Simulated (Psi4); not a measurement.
# SiCl3O (SMILES [O][Si](Cl)(Cl)Cl): UMP2/def2-SVP

Aim: the vertical ionisation energy of SiCl3O at UMP2/def2-SVP, from 2 runs. 

Program for the calculation: Psi4 1.11.

3 further runs of the same task are left out: 1 that didn't finish, 2 set aside as unsound or not needed.

**1. The system as given**

The species is SiCl3O (5 atoms), meant as a doublet with charge 0. As SMILES, `[O][Si](Cl)(Cl)Cl`. The coordinates come from a PBE0-D4/def2-TZVP relaxation.

Bond lengths: O1–Si2 1.645 Å, Si2–Cl3 2.018 Å, Si2–Cl4 2.020 Å, Si2–Cl5 2.018 Å. Angles: O1–Si2–Cl3 111.8°, O1–Si2–Cl4 100.7°, O1–Si2–Cl5 111.8°, Cl3–Si2–Cl4 111.9°, Cl3–Si2–Cl5 108.6°, Cl4–Si2–Cl5 111.9°.

**2. The energy at UMP2/def2-SVP**

File cl3osi.inp:

```
memory 1600 mb

molecule geom {
  0 2
  O
  Si 1 1.645024
  Cl 2 2.018095 1 111.83626
  Cl 2 2.020346 1 100.6998 3 -118.9779
  Cl 2 2.018022 1 111.8008 4 -118.99777
  symmetry c1
  no_reorient
  no_com
}

set {
  basis           def2-SVP
  reference       uhf
  puream          true
  e_convergence   1e-09
  d_convergence   1e-08
  scf_type        pk
  num_frozen_docc 21
  mp2_type        conv
  maxiter         100
}

e_tot, wfn = energy("mp2", return_wfn=True)
```

Command:

```console
psi4 -i cl3osi.inp -o cl3osi.out -n 1
```

cl3osi.out:

```text
[...]
  Running in c1 symmetry.
[...]
  Nuclear repulsion =  433.997050235037648
[...]
  Multiplicity = 2
[...]
  Nalpha       = 37
  Nbeta        = 36
[...]
    Number of basis functions: 86
[...]
   @UHF iter   1: -1741.41567862073816   -8.46899e-02   7.82867e-03 ADIIS/DIIS
[...]
   @UHF iter  22: -1741.84849665259480   -4.24961e-10   8.89672e-09 DIIS
[...]
   @S^2 Observed:                7.554646875E-01
[...]
    Orbital Energies [Eh]
    ---------------------
    Alpha Occupied:
       1A   -104.825394     2A   -104.825353     3A   -104.824072
       4A    -68.920019     5A    -20.655892     6A    -10.590441
       7A    -10.590417     8A    -10.589124     9A     -8.064928
      10A     -8.064904    11A     -8.064005    12A     -8.062281
      13A     -8.062256    14A     -8.062099    15A     -8.062075
      16A     -8.061131    17A     -8.060698    18A     -6.278748
      19A     -4.390680    20A     -4.390143    21A     -4.389927
      22A     -1.396039    23A     -1.162164    24A     -1.124383
      25A     -1.122192    26A     -0.737878    27A     -0.708503
      28A     -0.637224    29A     -0.635989    30A     -0.583840
      31A     -0.563981    32A     -0.522217    33A     -0.517350
      34A     -0.515427    35A     -0.491203    36A     -0.487857
[...]
  @UHF Final Energy: -1741.84849665259480
   => Energetics <=
    Nuclear Repulsion Energy =            433.9970502350376478
    One-Electron Energy =               -3273.6484411303908928
    Two-Electron Energy =                1097.8028942427586117
    Total Energy =                      -1741.8484966525948039
  UHF NO Occupations:
  HONO-2 :   35  A 1.9994604
  HONO-1 :   36  A 1.9985700
[...]
 Multipole Moments:
 ------------------------------------------------------------------------------------
     Multipole            Electronic (a.u.)      Nuclear  (a.u.)        Total (a.u.)
 ------------------------------------------------------------------------------------
 L = 1.  Multiply by 2.5417464519 to convert [e a0] to [Debye]
 Dipole X            :          0.0504892            0.0409744            0.0914636
 Dipole Y            :         -0.0277770           -0.0227019           -0.0504789
 Dipole Z            :          1.2726330           -1.0072986            0.2653344
 Magnitude           :                                                    0.2851597
[...]
	SCS-MP2 Total Energy (a.u.)        : -1742.44492394682993
	SOS-MP2 Total Energy (a.u.)        : -1742.38905198529051
	SCSN-MP2 Total Energy (a.u.)       : -1742.14350060952279
[...]
	SOS-PI-MP2 Total Energy (a.u.)     : -1742.47914454073975
[...]
	MP2 Total Energy (a.u.)            : -1742.46657531445931
[...]
```

It took 9.9 s on 1 thread of AMD EPYC, shared host; peak memory 0.41 GiB.

**3. The singlet cation**

File cl3osi.xyz:

```xyz
5
Cl3OSi
O      0.815000    -1.070800     1.039300
Si     0.038600    -0.018800     0.041000
Cl    -1.536500     0.855600     0.950500
Cl    -0.542800    -1.265500    -1.438700
Cl     1.275600     1.425900    -0.633600
```

File calc.py:

```python
import psi4

psi4.set_memory(1600000000)
psi4.set_num_threads(1)
psi4.core.set_output_file('run.log', False)

with open('cl3osi.xyz') as f:
    atoms = ''.join(f.readlines()[2:])
molecule = psi4.geometry('1 1\n' + atoms + 'symmetry c1')

options = {'basis': 'def2-SVP', 'reference': 'rhf', 'puream': True, 'e_convergence': 1e-09, 'd_convergence': 1e-08, 'scf_type': 'pk', 'num_frozen_docc': 21, 'mp2_type': 'conv'}
psi4.set_options(options)

e_tot, wfn = psi4.energy('mp2', return_wfn=True)
print(f'total energy {e_tot:.8f} hartree = {e_tot * 27.211386:.5f} eV')
for k, v in sorted(psi4.core.scalar_variables().items()):
    print(f'{k:45s} {v:18.10f}')
```

Command:

```console
python calc.py
```

run.log:

```text
[...]
  Running in c1 symmetry.
[...]
  Nuclear repulsion =  433.997072395605301
[...]
  Multiplicity = 1
[...]
  Nalpha       = 36
  Nbeta        = 36
[...]
    Number of basis functions: 86
[...]
   @RHF iter   1: -1740.82508040762036    5.05909e-01   8.43235e-03 DIIS/ADIIS
[...]
   @RHF iter  24: -1741.31506391251719   -2.37378e-10   6.01544e-09 DIIS
[...]
    Orbital Energies [Eh]
    ---------------------
    Doubly Occupied:
       1A   -105.090990     2A   -105.024936     3A   -105.024815
       4A    -69.152609     5A    -21.084874     6A    -10.852663
       7A    -10.788393     8A    -10.788277     9A     -8.326529
      10A     -8.324013    11A     -8.323034    12A     -8.262621
      13A     -8.262506    14A     -8.259806    15A     -8.259690
      16A     -8.259525    17A     -8.259411    18A     -6.513151
      19A     -4.626108    20A     -4.624136    21A     -4.622978
      22A     -1.688102    23A     -1.382083    24A     -1.334343
      25A     -1.312215    26A     -1.052675    27A     -0.980233
      28A     -0.884065    29A     -0.812847    30A     -0.783584
      31A     -0.733383    32A     -0.727393    33A     -0.711456
      34A     -0.696987    35A     -0.677672    36A     -0.666482
[...]
  @RHF Final Energy: -1741.31506391251719
   => Energetics <=
    Nuclear Repulsion Energy =            433.9970723956053007
    One-Electron Energy =               -3256.2751001852293484
    Two-Electron Energy =                1080.9629638771068585
    Total Energy =                      -1741.3150639125171892
[...]
 Multipole Moments:
 ------------------------------------------------------------------------------------
     Multipole            Electronic (a.u.)      Nuclear  (a.u.)        Total (a.u.)
 ------------------------------------------------------------------------------------
 L = 1.  Multiply by 2.5417464519 to convert [e a0] to [Debye]
 Dipole X            :         -0.0668212            0.4849472            0.4181260
 Dipole Y            :         -0.4054746           -0.6090961           -1.0145707
 Dipole Z            :         -0.2661880            0.6408376            0.3746496
 Magnitude           :                                                    1.1595453
[...]
	SCS-MP2 Total Energy (a.u.)        : -1741.94057737298090
	SOS-MP2 Total Energy (a.u.)        : -1741.88408365917348
	SCSN-MP2 Total Energy (a.u.)       : -1741.61335072141969
[...]
	SOS-PI-MP2 Total Energy (a.u.)     : -1741.97892028361639
[...]
	MP2 Total Energy (a.u.)            : -1741.95872817615282
[...]
```

Standard output:

```text
total energy -1741.95872818 hartree = -47401.11135 eV
CURRENT CORRELATION ENERGY                         -0.6436642636
CURRENT ENERGY                                  -1741.9587281762
CURRENT REFERENCE ENERGY                        -1741.3150639125
DD SOLVATION ENERGY                                 0.0000000000
HF KINETIC ENERGY                                1741.1493897092
HF POTENTIAL ENERGY                             -3482.4644536217
HF TOTAL ENERGY                                 -1741.3150639125
HF VIRIAL RATIO                                     2.0000951522
MP2 CORRELATION ENERGY                             -0.6436642636
MP2 DOUBLES ENERGY                                 -0.6436642636
MP2 OPPOSITE-SPIN CORRELATION ENERGY               -0.4741831222
MP2 SAME-SPIN CORRELATION ENERGY                   -0.1694811414
MP2 SINGLES ENERGY                                  0.0000000000
MP2 TOTAL ENERGY                                -1741.9587281762
NUCLEAR REPULSION ENERGY                          433.9970723956
ONE-ELECTRON ENERGY                             -3256.2751001852
PCM POLARIZATION ENERGY                             0.0000000000
PE ENERGY                                           0.0000000000
SCF ITERATION ENERGY                            -1741.3150639125
SCF ITERATIONS                                     24.0000000000
SCF TOTAL ENERGY                                -1741.3150639125
SCS(N)-MP2 CORRELATION ENERGY                      -0.2982868089
SCS(N)-MP2 TOTAL ENERGY                         -1741.6133507214
SCS-MP2 CORRELATION ENERGY                         -0.6255134605
SCS-MP2 TOTAL ENERGY                            -1741.9405773730
SCS-MP2-VDW CORRELATION ENERGY                     -0.6916949671
SCS-MP2-VDW TOTAL ENERGY                        -1742.0067588797
SOS-MP2 CORRELATION ENERGY                         -0.5690197467
SOS-MP2 TOTAL ENERGY                            -1741.8840836592
SOS-PI-MP2 CORRELATION ENERGY                      -0.6638563711
SOS-PI-MP2 TOTAL ENERGY                         -1741.9789202836
TWO-ELECTRON ENERGY                              1080.9629638771
```

Run time: 9.3 s. Hardware: 1 thread of AMD EPYC, shared host; peak memory 0.41 GiB.

**4. What came out**

At UMP2/def2-SVP, 21 core orbitals frozen:

```
                                                                  quantity           value
                                              doublet SiCl3O: total energy  -1742.46658 Eh
doublet SiCl3O: HOMO energy (Hartree–Fock orbitals) (highest over α and β)       -12.96 eV
 doublet SiCl3O: LUMO energy (Hartree–Fock orbitals) (lowest over α and β)         0.68 eV
              doublet SiCl3O: correlation energy (21 core orbitals frozen)      -618.1 mEh
                         doublet SiCl3O: ⟨S²⟩ of the reference determinant           0.755
                                              singlet cation: total energy  -1741.95873 Eh
                       singlet cation: HOMO energy (Hartree–Fock orbitals)       -18.14 eV
                       singlet cation: LUMO energy (Hartree–Fock orbitals)       -11.53 eV
                     singlet cation: HOMO–LUMO gap (Hartree–Fock orbitals)         6.60 eV
              singlet cation: correlation energy (21 core orbitals frozen)      -643.7 mEh
                        vertical ionisation energy (to the singlet cation)       13.819 eV
```

**Reading.** Removing an electron at fixed nuclei costs 13.82 eV (1333 kJ/mol). Only the singlet of the ionised species was computed; a triplet could lie lower.
